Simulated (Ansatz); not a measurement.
**CHClFGeN (SMILES N#[C][GeH]([F])[Cl]) at MP2/cc-pVDZ**

What is the energy change on altering one bond length of CHClFGeN at MP2/cc-pVDZ? 

The results are computed with Ansatz 0.2.0.

154 further runs of the same task are left out: 1 that didn't finish, 153 set aside as unsound or not needed.

## 1. The molecule

The species is CHClFGeN (6 atoms), meant as a singlet with charge 0. SMILES: `N#[C][GeH]([F])[Cl]`. Geometry: relaxed at PBE0-D4/def2-TZVP.

Bond lengths: N1–C2 1.151 Å, C2–Ge3 1.913 Å, Ge3–F4 1.718 Å, Ge3–Cl5 2.113 Å, Ge3–H6 1.520 Å. Angles: N1–C2–Ge3 178.0°, C2–Ge3–F4 105.5°, C2–Ge3–Cl5 108.2°, F4–Ge3–Cl5 107.8°, C2–Ge3–H6 113.0°, F4–Ge3–H6 109.5°, Cl5–Ge3–H6 112.5°.

## 2. A single-point energy at MP2/cc-pVDZ

File molecule.yaml:

```yaml
basis:
  gaussian:
    orbitals: cc-pVDZ
crystal:
  periodic: [false, false, false]
  atoms:
    - {symbol: N, position_ang: [-1.036900, -2.307000, 0.030700]}
    - {symbol: C, position_ang: [-0.544000, -1.267300, 0.040100]}
    - {symbol: Ge, position_ang: [0.237100, 0.477900, 0.107700]}
    - {symbol: F, position_ang: [1.896000, 0.253800, -0.276600]}
    - {symbol: Cl, position_ang: [-0.627600, 1.648100, -1.423900]}
    - {symbol: H, position_ang: [0.117300, 1.130400, 1.475800]}
accuracy: high
correlation:
  method: mp2
  frozen_orbitals: {C: 1, Cl: 5, F: 1, Ge: 9, H: 0, "N": 1}
```

Started as:

```console
$ ansatz run molecule.yaml --threads 1 --pin off --max-ram 3480MiB --events-out events.jsonl --progress --plain --runs-dir runs
```

Standard output:

```text
Warning: RAYON_NUM_THREADS=1 ignored (pool sized by the plan → 1); use --threads N
Functional definition: HF
  name "HF"
  exchange = exact_x
  correlation = 0
2015 factors; integrals over basis functions are off by at most 4.4e-9 eV
mean field evaluation 1: about -74208.6190 eV, gradient 3.9e1 eV
mean field evaluation 2: about -74208.7640 eV, gradient 3.9e1 eV
mean field evaluation 4: about -74212.4446 eV, gradient 3.8e0 eV
mean field evaluation 8: about -74212.5053 eV, gradient 3.5e-1 eV
mean field evaluation 16: about -74212.5059 eV, gradient 1.7e-8 eV
mean field -74212.50591306 eV, -2727.2592892618 hartree, gradient 1.7e-8 eV, S^2 0.000000; 0 other end points of the search recorded, 0 dependent functions left out
17 core orbitals not correlated: weight in the atoms' cores, before any rotation towards them, 1.000 or more for the frozen orbitals, at most 0.000 for the correlated occupied ones
reference -74212.50591306 eV, -2727.2592892618 hartree; 19, 19 occupied and 56, 56 virtual orbitals, 2015 factors
second order -19.15320418 eV of doubles, -0.00000000 eV of singles
Total energy: -74231.65911724 eV, -2727.9631565327 hartree
```

It took 6.6 s on 1 thread of Arm Neoverse V1, shared host; peak memory 0.31 GiB.

## 3. The distorted shape

File in.yaml:

```yaml
crystal:
  periodic: [false, false, false]
  atoms:
    - symbol: N
      position_ang: [-2.363995, -2.127723, 0.338134]
    - symbol: C
      position_ang: [-1.871095, -1.088023, 0.347534]
    - symbol: Ge
      position_ang: [-1.089995, 0.657177, 0.415134]
    - symbol: F
      position_ang: [1.896000, 0.253800, -0.276600]
    - symbol: Cl
      position_ang: [-1.954695, 1.827377, -1.116466]
    - symbol: H
      position_ang: [-1.209795, 1.309677, 1.783234]
basis:
  gaussian:
    orbitals: cc-pVDZ
total_charge: 0
correlation:
  method: mp2
  frozen_orbitals: {C: 1, Cl: 5, F: 1, Ge: 9, H: 0, "N": 1}
accuracy: high
```

Started as:

```console
$ ansatz run in.yaml --threads 1 --pin off --max-ram 3480MiB --events-out events.jsonl --progress --plain --runs-dir runs
```

Standard output, shortened:

```text
Warning: RAYON_NUM_THREADS=1 ignored (pool sized by the plan → 1); use --threads N
[... 2 set-up lines as earlier in the session ...]
[...]
1950 factors; integrals over basis functions are off by at most 8.4e-9 eV
[...]
mean field -74206.62165063 eV, -2727.0430466060 hartree, gradient 4.6e-8 eV, S^2 0.000000; 0 other end points of the search recorded, 0 dependent functions left out; unrestricted orbitals would lower it
[...]
unrestricted determinant -74208.94062870 eV, -2727.1282674781 hartree, S^2 0.9775
17 core orbitals not correlated: weight in the atoms' cores, before any rotation towards them, 1.000 or more for the frozen orbitals, at most 0.000 for the correlated occupied ones
reference -74206.62165063 eV, -2727.0430466060 hartree; 19, 19 occupied and 56, 56 virtual orbitals, 1950 factors
second order -19.94335181 eV of doubles, -0.00000000 eV of singles
Total energy: -74226.56500244 eV, -2727.7759512669 hartree
```

Wall time 13 s (1 thread of Arm Neoverse V1, shared host); peak memory 0.38 GiB.

## 4. Summary of results

Level: MP2/cc-pVDZ, 17 core orbitals frozen.

| quantity | value |
| --- | --- |
| first shape: total energy | -2727.96316 Eh |
| first shape: correlation energy (17 core orbitals frozen) | -703.9 mEh |
| distorted shape: total energy | -2727.77595 Eh |
| distorted shape: correlation energy (17 core orbitals frozen) | -732.9 mEh |
| energy change with the Ge3–F4 bond stretched from 1.718 to 3.092 Å | 5.094 eV |

In words: One bond (distorted shape) is far stretched, which a spin-restricted single reference describes badly; perturbation theory on it can break down and give far too much correlation. With the Ge3–F4 bond stretched from 1.718 to 3.092 Å the energy rises by 5.09 eV (117 kcal/mol). The first shape isn't relaxed at this level, so the change isn't measured from a minimum. A restricted reference can't describe the breaking bond well at this length. The restricted solution (distorted shape) is unstable to spin breaking: an unrestricted one lies lower.
